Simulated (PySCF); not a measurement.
# GaNH₆: electronic excitations and core binding energies

Aim: predict the electronic excitations and core binding energies of GaNH₆ (`[NH3+][GaH3-]`).

The runs use PySCF 2.14.0, with density-fitted response routines of our own; the level of theory stands in each step. All values are computed, except where a source is named. Atoms are numbered from 0 throughout.

### 1 The starting structure

8 atoms, charge 0, multiplicity 1; geometry from: GFN2-xTB.

Bonds of the start (Å): N0–Ga1 2.12, N0–H2 1.02, N0–H3 1.02, N0–H4 1.02, Ga1–H5 1.53, Ga1–H6 1.53, Ga1–H7 1.53.

### 2 TDDFT and polarisability: B3LYP/def2-SVPD

The job: settings as JSON, then the geometry in Å.

```
{"job": {"kind": "uv", "xc": "B3LYP", "basis": "def2-SVPD", "nstates": 8, "ntriplets": 3}, "charge": 0, "multiplicity": 1}
N     -1.011318    -0.064806     0.037576
Ga     1.099272     0.072225    -0.047989
H     -1.422757     0.027246    -0.891664
H     -1.400775     0.671413     0.627096
H     -1.304034    -0.962883     0.423544
H      1.421354    -0.090960     1.440530
H      1.392321    -1.117306    -0.965910
H      1.234994     1.474483    -0.647749
```

Method: TDDFT B3LYP/def2-SVPD, vertical, gas phase, core orbitals frozen in the response.

Standard output:

```text
coarse grid: 27368 points
cycle   1  E = -1982.9423932374  dE = -5.981e-01  |g| = 5.332e-01  |ddm| = 3.025e+00
cycle   2  E = -1982.9347341703  dE =  7.659e-03  |g| = 6.419e-01  |ddm| = 8.590e-01
cycle   3  E = -1982.9823974472  dE = -4.766e-02  |g| = 4.973e-02  |ddm| = 5.774e-01
cycle   4  E = -1982.9830554057  dE = -6.580e-04  |g| = 1.518e-02  |ddm| = 7.906e-02
cycle   5  E = -1982.9830973908  dE = -4.199e-05  |g| = 4.286e-03  |ddm| = 1.392e-02
cycle   6  E = -1982.9831010104  dE = -3.620e-06  |g| = 5.879e-04  |ddm| = 7.252e-03
final grid: 56520 points
cycle   7  E = -1982.9830679977  dE = -6.505e-09  |g| = 7.997e-04  |ddm| = 3.245e-03
cycle   8  E = -1982.9830679092  dE =  8.850e-08  |g| = 1.168e-03  |ddm| = 2.433e-03
cycle   9  E = -1982.9830681010  dE = -1.918e-07  |g| = 4.004e-05  |ddm| = 1.141e-03
cycle  10  E = -1982.9830681015  dE = -5.093e-10  |g| = 1.358e-05  |ddm| = 1.123e-04
converged SCF energy = -1982.9830681015

Static polarisability (au): isotropic 46.690, principal 46.520 46.535 47.013

Singlet excitations
state   eV       nm        f      main configurations
  1   5.6686    218.7   0.01246   H->L 0.99
  2   5.6698    218.7   0.01244   H-1->L 0.99
  3   7.1511    173.4   0.07234   H->L+1 0.98
  4   7.1521    173.4   0.07237   H-1->L+1 0.98
  5   7.5748    163.7   0.00000   H->L+2 0.48, H-1->L+3 0.47
  6   7.6886    161.3   0.12585   H-2->L 0.81, H->L+3 0.08, H-1->L+2 0.08
  7   7.7027    161.0   0.00038   H->L+3 0.30, H->L+4 0.29, H-1->L+2 0.29
  8   7.7032    161.0   0.00033   H-1->L+3 0.30, H-1->L+4 0.29, H->L+2 0.29

Triplet excitations (Tamm-Dancoff, eV): 5.5239 5.5252 6.9032
```

It took 4.6 s on 1 thread, shared host.

The orbitals next to the gap, with their largest atomic shares:

| orbital | eV | atoms |
| --- | --- | --- |
| HOMO−3 | -12.60 | N0 32 %, Ga1 27 %, H6 10 % |
| HOMO−2 | -9.39 | N0 38 %, Ga1 28 %, H6 9 % |
| HOMO−1 | -7.29 | Ga1 41 %, H6 32 %, H7 20 % |
| HOMO | -7.29 | Ga1 41 %, H5 34 %, H7 17 % |
| LUMO | -0.77 | Ga1 30 %, N0 17 %, H2 14 % |
| LUMO+1 | 0.76 | Ga1 69 %, H6 7 %, H5 7 % |
| LUMO+2 | 1.27 | Ga1 36 %, H3 25 %, H4 15 % |

With each of the 8 states as a Gaussian band of 0.4 eV half-width at 1/e, the curve within the window shown has maxima at 219 nm (ε 1,000), 170 nm (ε 7,100) L/(mol cm). Beyond the last state computed it falls off for lack of states. The curve at chosen wavelengths:

(nm, ε (L/mol/cm)): (155, 2824), (159, 5148), (162, 6278), (166, 6905), (169, 7090), (173, 6801), (176, 5871), (180, 3931), (183, 2480), (187, 1099), (191, 408), (194, 200), (198, 153), (201, 223), (205, 410), (208, 588), (212, 821), (216, 975), (219, 1008), (223, 938), (226, 821), (230, 625), (233, 477), (237, 307), (240, 209), (244, 118)

Further results of this job:

| property | computed |
| --- | --- |
| dipole moment (D) | 5.13 |
| polarisability (Å³) | 6.92 |
| HOMO–LUMO gap (eV) | 6.52 |
| −ε(HOMO) (eV) | 7.29 |

### 3 Core-electron binding energies: SCAN, X2C

Settings changed since step 2:

```diff
@@ -1,2 +1,2 @@
-{"job": {"kind": "uv", "xc": "B3LYP", "basis": "def2-SVPD", "nstates": 8, "ntriplets": 3}, "charge": 0, "multiplicity": 1}
+{"job": {"kind": "xps"}, "charge": 0, "multiplicity": 1}
 N     -1.011318    -0.064806     0.037576
```

With the program's defaults for keys left out, this is: delta-SCF UKS SCAN, pcX-2 on the ionised atom, pcseg-1 elsewhere, spin-free X2C.

Standard output:

```text
ground state, core basis on atom 0 (N), 102 functions
  cycle   1  E = -1998.04986992  |g| = 3.25e-01
  cycle   2  E = -1998.04951749  |g| = 3.76e-01
  cycle   3  E = -1998.07661865  |g| = 8.15e-02
  cycle   4  E = -1998.07826951  |g| = 5.55e-03
  cycle   5  E = -1998.07827995  |g| = 1.98e-03
  cycle   6  E = -1998.07828010  |g| = 7.31e-04
  cycle   7  E = -1998.07828000  |g| = 6.08e-05
  E(ground) = -1998.33467119 Eh
hole in N 1s of atom 0
  cycle   1  E = -1982.42417830  |g| = 1.85e+00
  cycle   2  E = -1980.06131597  |g| = 2.42e+00
  cycle   3  E = -1982.92928999  |g| = 5.63e-01
  cycle   4  E = -1983.09465097  |g| = 1.34e-01
  cycle   5  E = -1983.10144562  |g| = 4.48e-02
  cycle   6  E = -1983.10253581  |g| = 1.05e-02
  cycle   7  E = -1983.10259824  |g| = 3.35e-03
  cycle   8  E = -1983.10260466  |g| = 8.76e-04
  cycle   9  E = -1983.10260553  |g| = 2.15e-04
  E(ion) = -1983.35885449 Eh   <S^2> = 0.7643   hole on atom = 1.000   binding energy = 407.513 eV
```

It took 3.3 s on 1 thread, shared host.

The holes in one table. −ε is the ground-state orbital energy:

| hole | stands for | environment | ΔSCF (eV) | −ε (eV) | ⟨S²⟩ |
| --- | --- | --- | --- | --- | --- |
| N1s on N0 | N0 | donor nitrogen of a Lewis adduct | 407.51 | 387.8 | 0.764 |

### 4 Summary of results

```
                                quantity                        value
        lowest singlet (B3LYP/def2-SVPD)  5.67 eV (219 nm), f = 0.012
brightest single state of those computed  state 6, 7.69 eV, f = 0.126
                          lowest triplet                      5.52 eV
        N1s binding energies, SCAN/pcX-2                 N0 407.51 eV
```

In words: The first singlet state (HOMO→LUMO 0.99) lies at 5.67 eV and is weak; of the 8 states computed, the strongest absorption comes from states 3 to 4 together at 7.15 eV. The lowest triplet lies 0.14 eV below the lowest singlet (triplets in Tamm-Dancoff, singlets in full TDDFT). States above −ε(HOMO) lie where TDDFT describes them poorly and they hang on the basis; the brightest is among them.
